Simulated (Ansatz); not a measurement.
# Gd₃Al, space group Pm-3m: cell relaxations under several functionals

Computed with Ansatz's Python interface.

Input file `POSCAR_gd3al`:
```text
Gd3Al
1.0
   4.80770796    0.00000000    0.00000000
   0.00000000    4.80770796    0.00000000
   0.00000000    0.00000000    4.80770796
Gd Al
3 1
Direct
   0.00000000    0.50000000    0.50000000
   0.50000000    0.00000000    0.50000000
   0.50000000    0.50000000    0.00000000
   0.00000000    0.00000000    0.00000000
```

Interactive session:
```pycon
>>> import warnings
>>> import ansatz as az
>>> from ase.io import read
>>> import numpy as np
>>> K_LENGTH = 22
>>> FMAX = 0.005
>>> def edges_and_angles(cell):
...     cell = np.asarray(cell)
...     a, b, c = np.linalg.norm(cell, axis=1)
...     cosines = cell[1] @ cell[2] / (b * c), cell[0] @ cell[2] / (a * c), cell[0] @ cell[1] / (a * b)
...     return (a, b, c, *np.degrees(np.arccos(cosines)))
...
>>> warnings.simplefilter("ignore", az.DeckWarning)
>>> atoms = read("POSCAR_gd3al", format="vasp")
>>> structure = az.Crystal.from_ase(atoms).moments(Gd=4.9)
>>> [site.symbol for site in structure.resolved().sites]
['Gd', 'Gd', 'Gd', 'Al']
>>> calculation = structure.calculation()
>>> calculation = calculation.kpoints(length=K_LENGTH)
>>> calculation = calculation.occupations(az.OccupationsMethod.FERMI_DIRAC)
>>> calculation = calculation.spin("collinear").relax(cell=True, force_tolerance=FMAX)
>>> levels = [("pbesol", "none"), ("blyp", "d3bj"), ("pbesol", "d3bj")]
>>> print("level            a       b       c    alpha   beta  gamma  V/atom  steps")
level            a       b       c    alpha   beta  gamma  V/atom  steps
>>> for name, dispersion in levels:
...     seen = []
...     run = calculation.functional(name, dispersion=dispersion).session().plan()
...     outcome = run.execute(on_event=lambda e: seen.append(e) if e["event"] == "relax_step" else None)
...     cell = outcome.lattice.cell_ang
...     label = name if dispersion == "none" else f"{name}+{dispersion}"
...     print("{:13s} {:7.4f} {:7.4f} {:7.4f} {:6.2f} {:6.2f} {:6.2f}".format(label, *edges_and_angles(cell)), f"{abs(np.linalg.det(cell)) / len(outcome.lattice.sites):7.3f} {len(seen):5d}")
...
pbesol         4.7197  4.7197  4.7197  90.00  90.00  90.00  26.283     4
blyp+d3bj      4.6547  4.6547  4.6547  90.00  90.00  90.00  25.212     5
pbesol+d3bj    4.6160  4.6160  4.6160  90.00  90.00  90.00  24.589     5
```

From smallest to largest: PBEsol+D3BJ (24.59 Å³ an atom, -11.5 % against the start), BLYP+D3BJ (25.21 Å³ an atom, -9.2 % against the start) and PBEsol (26.28 Å³ an atom, -5.4 % against the start). The spread is 6.9 % in volume.

Open f shells: without a Hubbard U, without spin-orbit coupling; the state reached hangs on the start and needn't be the lowest. Forces vanish by symmetry, so the ions can't move, and the end may be a saddle. BLYP and dispersion corrections can be off by several per cent in the lattices of metals, and by several GPa in the pressure at a fixed cell. The mesh is modest for a metal, so energies can be off by several to tens of meV an atom and pressures by half a GPa or more; differences at equal mesh fare better. The structure comes from a database of computed cells and needn't be a stable or known phase. Hardware and time: 100 s on 1 thread of Arm Neoverse V1, on a shared host, peak memory 0.59 GiB.
